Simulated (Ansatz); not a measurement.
# FH2ISn: up Jacob's ladder to CCSD(T)

One table from this session's results is given with a row withheld; the runs are named, their logs left out.

Computed with Ansatz 0.2.0, Gaussian basis. Level: functionals in def2-TZVPP, the program's frozen cores in correlated methods.

Levels to be run: LDA (SPW92), PBE-D4, revPBE-D4, BLYP-D4, r2SCAN-D4, B97M-V, PBE0-D4, B3LYP-D4, r2SCANh-D4, r2SCAN0-D4, HSE06-D4, BHLYP-D4, CAM-B3LYP-D4, LC-ωPBE, ωB97X-V, ωB97M-V, B2PLYP, PBE-QIDH; CCSD(T)/def2-SVP; CCSD(T)/def2-TZVPP; MP2/def2-QZVPP; extrapolation to the limit; RPA on PBE.

### The geometry

An earlier PBE0-D4 in a triple-zeta def2 set relaxation fixed the geometry. Sn, I take the def2 core potential; no spin-orbit term is included.

5 atoms, charge 0, spin multiplicity 1.

Atoms are counted from 1 here; the program's logs count them from 0.

Bond lengths: F1–Sn2 1.918 Å, Sn2–I3 2.658 Å, Sn2–H4 1.697 Å, Sn2–H5 1.697 Å. Angles: F1–Sn2–I3 105.7°, F1–Sn2–H4 105.3°, F1–Sn2–H5 105.3°, I3–Sn2–H4 110.5°, I3–Sn2–H5 110.5°, H4–Sn2–H5 118.5°.

Geometry (Å):

```xyz
5

F    -0.9637    0.0325    1.5872
Sn   -0.1045    0.1375   -0.1239
I     1.9056   -1.5987   -0.0288
H    -1.2743   -0.3697   -1.2443
H     0.4869    1.7248   -0.2314
```

The first run:

The input, in.yaml:

```yaml
crystal:
  periodic: [false, false, false]
  atoms:
    - {symbol: F, position_ang: [-0.963742, 0.032477, 1.587150]}
    - {symbol: Sn, position_ang: [-0.104466, 0.137475, -0.123933]}
    - {symbol: I, position_ang: [1.905615, -1.598712, -0.028846]}
    - {symbol: H, position_ang: [-1.274286, -0.369659, -1.244305]}
    - {symbol: H, position_ang: [0.486879, 1.724820, -0.231366]}
basis:
  gaussian: {orbitals: def2-TZVPP}
hamiltonian: {xc: lda}
output: {orbitals: {seedname: orbitals}}
```

Steps of the session up to this table: LDA; PBE-D4 (GGA); revPBE-D4 (GGA); BLYP-D4 (GGA); r2SCAN-D4 (meta-GGA); B97M-V (meta-GGA); PBE0-D4 (hybrid); B3LYP-D4 (hybrid); r2SCANh-D4 (hybrid); r2SCAN0-D4 (hybrid); HSE06-D4 (hybrid); BHLYP-D4 (hybrid); CAM-B3LYP-D4 (range-separated); LC-ωPBE-D4 (range-separated; the results give it without D4); ωB97X-V (range-separated); ωB97M-V (range-separated); B2PLYP (double hybrid); PBE-QIDH (double hybrid).

One table of the session follows, with a row left open; its other results are not shown here.

It belongs to the step «Frontier levels by functional». 

```
  functional  HOMO (eV)  LUMO (eV)  gap (eV)
 LDA (SPW92)      -6.92      -2.78      4.14
      PBE-D4      -6.79      -2.53      4.25
   revPBE-D4      -6.74      -2.45      4.29
     BLYP-D4      -6.61      -2.49      4.11
   r2SCAN-D4      -7.09      -2.31      4.79
      B97M-V      -7.11      -2.25      4.86
     PBE0-D4      -7.94      -1.69      6.25
    B3LYP-D4          ?          ?         ?
  r2SCANh-D4      -7.51      -2.01      5.50
  r2SCAN0-D4      -8.14      -1.56      6.58
    HSE06-D4      -7.55      -2.06      5.49
    BHLYP-D4      -8.92      -0.82      8.09
CAM-B3LYP-D4      -9.18      -0.75      8.43
     LC-ωPBE     -10.53       0.44     10.97
     ωB97X-V     -10.19       0.33     10.52
     ωB97M-V     -10.06       0.15     10.21
```

Q: Estimate the row for B3LYP-D4 from the others.

Worked estimate for «HOMO (eV)». Against the share of exact exchange, BLYP-D4 (0, -6.61), BHLYP-D4 (0.5, -8.92) give a slope of -4.62 per unit share; at 0.2 the line stands at -7.53.

As computed: HOMO (eV): -7.69; LUMO (eV): -1.98; gap (eV): 5.71. In «HOMO (eV)» the line misses by +0.16.
